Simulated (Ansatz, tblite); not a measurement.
# B15P15 wurtzite bond sphere (B15P15H34): one state, many levels

Aim: run the singlet of B15P15 wurtzite bond sphere (B15P15H34) at one geometry on many levels, and compare frontier levels, spin and run time.

Method: as each input shows; program: Ansatz 0.2.0, Gaussian basis.

Levels to be run: GFN1-xTB, GFN2-xTB, PBE-D4/def2-SVP, r2SCAN-D4/def2-SVP.

1 further run of the same task is left out (set aside as unsound or not needed). Runs told in other sessions of the task aren't counted.

### Step 1. The geometry

The geometry is that of the singlet, from an earlier relaxation (PBE-D4/def2-SVP).

64 atoms, charge 0, spin multiplicity 1.

Bond lengths: B1–P2 1.947 Å, B1–P3 1.987 Å, B1–P16 1.950 Å, B1–H31 1.219 Å, P2–B7 1.941 Å, P2–H32 1.425 Å, P2–H33 1.434 Å, P3–B4 1.959 Å, P3–B17 1.960 Å, P3–H34 1.425 Å, B4–P6 1.982 Å, B4–P9 1.969 Å, B4–H35 1.226 Å, B5–P6 1.958 Å, B5–P18 1.960 Å, B5–H36 1.230 Å, B5–H37 1.225 Å, P6–B11 1.950 Å and more. Angles: P2–B1–P3 106.6°, P2–B1–P16 106.1°, P2–B1–H31 110.3°, P3–B1–P16 107.5°, P3–B1–H31 114.0°, P16–B1–H31 111.9°, B1–P2–B7 113.5°, B1–P2–H32 110.2°, B1–P2–H33 111.4°, B7–P2–H32 110.4°, B7–P2–H33 110.1°, H32–P2–H33 100.4°, B1–P3–B4 111.7°, B1–P3–B17 112.0°, B1–P3–H34 103.8°, B4–P3–B17 111.7°, B4–P3–H34 109.0°, B17–P3–H34 108.2° and more.

PBE0-D4/def2-SVP was run before; its log isn't repeated, and its numbers join the tables.

### Step 2. GFN1-xTB

Tight binding, by tblite at 300 K electronic temperature and without a spin-polarisation term:

```python
tblite.interface.Calculator('GFN1-xTB', numbers, positions, charge=0, uhf=0).singlepoint()
```

Energy -2147.4151 eV, HOMO -9.63 eV, LUMO -6.29 eV; 0.62 s.

### Step 3. GFN2-xTB

Tight binding, by tblite at 300 K electronic temperature and without a spin-polarisation term:

```python
tblite.interface.Calculator('GFN2-xTB', numbers, positions, charge=0, uhf=0).singlepoint()
```

Energy -2012.0621 eV, HOMO -8.48 eV, LUMO -6.50 eV; 0.51 s.

### Step 4. PBE-D4/def2-SVP

start.molden holds the orbitals of an earlier run on this state, given as this run's starting guess.

Input file in.yaml:

```yaml
crystal:
  periodic: [false, false, false]
  atoms:
    - {symbol: B, position_ang: [0.819017, -3.283538, -2.312698]}
    - {symbol: P, position_ang: [-0.748838, -2.303684, -2.922436]}
    - {symbol: P, position_ang: [0.814056, -3.184849, -0.328040]}
    - {symbol: B, position_ang: [-0.807752, -2.321295, 0.350852]}
    - {symbol: B, position_ang: [0.807610, -3.298924, 3.004667]}
    - {symbol: P, position_ang: [-0.730229, -2.291907, 2.330870]}
    - {symbol: B, position_ang: [-0.804211, -0.465434, -2.301277]}
    - {symbol: P, position_ang: [-2.370628, 0.498226, -2.922360]}
    - {symbol: P, position_ang: [-0.791671, -0.458203, -0.287458]}
    - {symbol: B, position_ang: [-2.415183, 0.455849, 0.350944]}
    - {symbol: B, position_ang: [-0.789497, -0.457024, 2.987373]}
    - {symbol: P, position_ang: [-2.351021, 0.508418, 2.330963]}
    - {symbol: B, position_ang: [-2.439294, 2.345793, -2.312568]}
    - {symbol: P, position_ang: [-2.356171, 2.292299, -0.327906]}
    - {symbol: B, position_ang: [-2.458123, 2.343484, 3.004841]}
    - {symbol: P, position_ang: [2.365343, -2.278654, -2.946354]}
    - {symbol: B, position_ang: [2.434239, -2.330391, 0.369160]}
    - {symbol: P, position_ang: [2.350567, -2.283923, 2.349006]}
    - {symbol: B, position_ang: [2.432084, -0.444577, -2.304262]}
    - {symbol: P, position_ang: [0.811475, 0.469727, -2.913382]}
    - {symbol: P, position_ang: [2.368653, -0.494758, -0.321225]}
    - {symbol: B, position_ang: [0.818051, 0.473496, 0.368998]}
    - {symbol: B, position_ang: [2.452830, -0.444042, 2.997150]}
    - {symbol: P, position_ang: [0.831940, 0.481501, 2.375432]}
    - {symbol: B, position_ang: [0.825914, 2.330391, -2.304210]}
    - {symbol: P, position_ang: [-0.797707, 3.186080, -2.946255]}
    - {symbol: P, position_ang: [0.750815, 2.300355, -0.321176]}
    - {symbol: B, position_ang: [-0.808206, 3.271558, 0.369257]}
    - {symbol: B, position_ang: [0.836822, 2.347999, 2.997201]}
    - {symbol: P, position_ang: [-0.809496, 3.175850, 2.349107]}
    - {symbol: H, position_ang: [0.803662, -4.420253, -2.752135]}
    - {symbol: H, position_ang: [-1.937834, -2.991908, -2.543276]}
    - {symbol: H, position_ang: [-0.869151, -2.345393, -4.350952]}
    - {symbol: H, position_ang: [0.818868, -4.550247, 0.081087]}
    - {symbol: H, position_ang: [-1.815375, -2.875968, -0.072639]}
    - {symbol: H, position_ang: [0.797961, -4.437604, 2.540810]}
    - {symbol: H, position_ang: [0.793944, -3.248991, 4.228279]}
    - {symbol: H, position_ang: [-1.932603, -2.957494, 2.732425]}
    - {symbol: H, position_ang: [-3.559618, -0.189987, -2.543159]}
    - {symbol: H, position_ang: [-2.466788, 0.414711, -4.350872]}
    - {symbol: H, position_ang: [-3.398061, -0.141595, -0.072519]}
    - {symbol: H, position_ang: [-0.785893, -0.455022, 4.209858]}
    - {symbol: H, position_ang: [-3.527098, -0.202584, 2.732556]}
    - {symbol: H, position_ang: [-3.432597, 2.898708, -2.751996]}
    - {symbol: H, position_ang: [-3.537716, 2.976584, 0.081269]}
    - {symbol: H, position_ang: [-3.450341, 2.902332, 2.541119]}
    - {symbol: H, position_ang: [-2.421505, 2.306657, 4.228446]}
    - {symbol: H, position_ang: [2.442786, -2.322503, -4.375532]}
    - {symbol: H, position_ang: [3.551126, -2.987202, -2.599564]}
    - {symbol: H, position_ang: [3.433552, -2.892140, -0.063032]}
    - {symbol: H, position_ang: [3.528391, -2.994557, 2.741606]}
    - {symbol: H, position_ang: [3.406221, 0.145152, -2.740933]}
    - {symbol: H, position_ang: [0.798136, 0.462034, -4.351305]}
    - {symbol: H, position_ang: [3.549012, 0.183811, 0.101037]}
    - {symbol: H, position_ang: [2.405553, -0.454561, 4.221244]}
    - {symbol: H, position_ang: [3.443967, 0.122021, 2.539252]}
    - {symbol: H, position_ang: [1.822491, 2.881352, -2.740880]}
    - {symbol: H, position_ang: [-0.797192, 3.275051, -4.375435]}
    - {symbol: H, position_ang: [-0.821444, 4.567229, -2.599487]}
    - {symbol: H, position_ang: [1.927157, 2.985858, 0.101100]}
    - {symbol: H, position_ang: [-0.797554, 4.417888, -0.062942]}
    - {symbol: H, position_ang: [0.804152, 2.312214, 4.221294]}
    - {symbol: H, position_ang: [1.821382, 2.925438, 2.539321]}
    - {symbol: H, position_ang: [-0.838968, 4.551126, 2.741730]}
basis:
  gaussian: {orbitals: def2-SVP, fitting: {mean_field: def2-universal-jkfit}, initial_orbitals: start.molden}
hamiltonian: {xc: pbe, dispersion: d4}
scf: {omitted_lower_state_checks: [starts]}
output: {orbitals: {seedname: orbitals}}
```

Launch:

```console
$ ansatz run in.yaml --threads 5 --pin off --events-out ev --progress --plain --max-ram 66560MiB --backend cuda --devices 0, --max-vram 37GiB
```

Further steps of the session: r2SCAN-D4/def2-SVP.

**Question.** What will the summary of the whole plan be? Wanted: gap in def2-SVP, named functionals, smallest and largest; binding an atom, functionals in def2-SVP.

**Answer**, as computed:

| quantity | value |
| --- | --- |
| gap in def2-SVP, named functionals, smallest and largest | 2.86 eV (PBE-D4), 4.61 eV (PBE0-D4) |
| binding an atom, functionals in def2-SVP | 3.71 (r2SCAN-D4) to 3.78 eV (PBE-D4) |

Over the named functionals in def2-SVP the gap runs from 2.86 eV (PBE-D4) to 4.61 eV (PBE0-D4); exact exchange widens it.
